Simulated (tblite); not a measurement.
# C4H7BCl2S2: the cost of one run

The runs use tblite 0.8.0 and PySCF 2.14.0, with density-fitted response routines of our own; the level of theory stands in each step. All values are computed, except where a source is named. Atoms are numbered from 0 throughout.

### 1 The molecule as given

16 atoms, charge 0, multiplicity 1; geometry from: force field or distance geometry start.

Bonds of the start (Å): C0–C1 1.34, C1–S2 1.80, S2–C3 1.80, C3–C4 1.50, C1–S5 1.78, S5–B6 1.90, B6–Cl7 1.87, B6–Cl8 1.84, C0–H9 1.08, C0–H10 1.09, C3–H11 1.13, C3–H12 1.11, C4–H13 1.13, C4–H14 1.11, C4–H15 1.12.

### 2 Geometry optimisation with GFN2-xTB

Job settings and geometry (Å):

```
{"job": {"kind": "relax", "xc": "GFN2-xTB", "basis": "xTB"}, "charge": 0, "multiplicity": 1}
C     -0.724100    -0.248400     0.971000
C     -0.669900    -0.342200    -0.362300
S      0.871300    -0.620200    -1.240200
C      2.199700    -0.687800    -0.028300
C      2.351900     0.654600     0.631700
S     -2.204000    -0.205400    -1.263100
B     -3.652400     0.078100    -0.074100
Cl    -3.558200     1.615500     0.987500
Cl    -5.309000    -0.326700    -0.764100
H      0.121100    -0.318000     1.632500
H     -1.698100    -0.083600     1.441000
H      1.890400    -1.435400     0.758800
H      3.133700    -1.013800    -0.539200
H      3.339800     1.076100     0.274400
H      2.371300     0.504800     1.731900
H      1.529000     1.361200     0.366200
```

Run with:

```bash
$ OMP_NUM_THREADS=1 python probes_run.py task.json out
```

The driver reads the jobs from task.json and runs them one after another.

Q: Estimate the wall time of this first job on 1 thread of Arm Neoverse N1, shared host.

About 3.6 s.
